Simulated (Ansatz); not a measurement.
# ZrSe6: the cost of one run

Program: Ansatz 0.2.0. Level of theory: DFT PBE, scalar-relativistic, plane waves, PAW. These are calculated values, not measurements.

1 further run of the same task is left out (it didn't finish).

### Step 1. Starting point

It takes space group P6/mmm (No. 191, hexagonal). The conventional cell has a = 5.442 Å, b = 5.442 Å, c = 5.885 Å, α = 90.00°, β = 90.00°, γ = 120.00°. Around Zr (site symmetry 6/mmm) lie 12 Se at 3.46 Å. Se (site symmetry m2m) is surrounded by 3 Se at 1.81 to 1.82 Å.

Coordinates:

```cif
data_structure
_symmetry_space_group_name_H-M 'P 1'
_symmetry_Int_Tables_number 1
_cell_length_a 5.4421
_cell_length_b 5.4421
_cell_length_c 5.8849
_cell_angle_alpha 90.000
_cell_angle_beta 90.000
_cell_angle_gamma 120.000
_cell_volume 150.94
loop_
_atom_site_label
_atom_site_type_symbol
_atom_site_fract_x
_atom_site_fract_y
_atom_site_fract_z
_atom_site_occupancy
Zr1 Zr 0.00000 0.00000 0.00000 1
Se1 Se 0.33290 0.00000 0.50000 1
Se2 Se 0.66710 0.00000 0.50000 1
Se3 Se 0.00000 0.33290 0.50000 1
Se4 Se 0.00000 0.66710 0.50000 1
Se5 Se 0.66710 0.66710 0.50000 1
Se6 Se 0.33290 0.33290 0.50000 1
```

The cell is invented: species swapped into a database cell of SmC6 (P6/mmm, No. 191), with Zr on the Sm sites and Se on the C sites. Lengths come from tabulated atomic sizes and are only a guess.

### Step 2. The guess as it stands, on a coarse mesh

input.yaml reads:

```yaml
crystal:
  lattice:
    - [5.44205304, 0.0, 0.0]
    - [-2.72102652, 4.71295619, 0.0]
    - [0.0, 0.0, 5.88491433]
  atoms:
    - { symbol: Zr, position: [0.0, 0.0, 0.0] }
    - { symbol: Se, position: [0.33289683, 0.0, 0.5] }
    - { symbol: Se, position: [0.66710317, 0.0, 0.5] }
    - { symbol: Se, position: [0.0, 0.33289683, 0.5] }
    - { symbol: Se, position: [0.0, 0.66710317, 0.5] }
    - { symbol: Se, position: [0.66710317, 0.66710317, 0.5] }
    - { symbol: Se, position: [0.33289683, 0.33289683, 0.5] }
basis:
  ecutwfc: 420
kpoints:
  mp_grid: { grid: [6, 6, 4] }
hamiltonian:
  xc: pbe
scf:
  occupations: { method: gaussian, width: 0.1 }
  lower_state_search: "off"
output:
  forces: true
  stress: true
  eigenvalues: true
```

Started as:

```sh
ansatz run input.yaml --threads 1 --pin off --max-ram 2048MiB --backend cpu --events-out ev --progress --plain --runs-dir out
```

What time and memory should one allow on 1 thread of Arm Neoverse V1, shared host?

About 20 s, with a peak of 0.49 GiB.
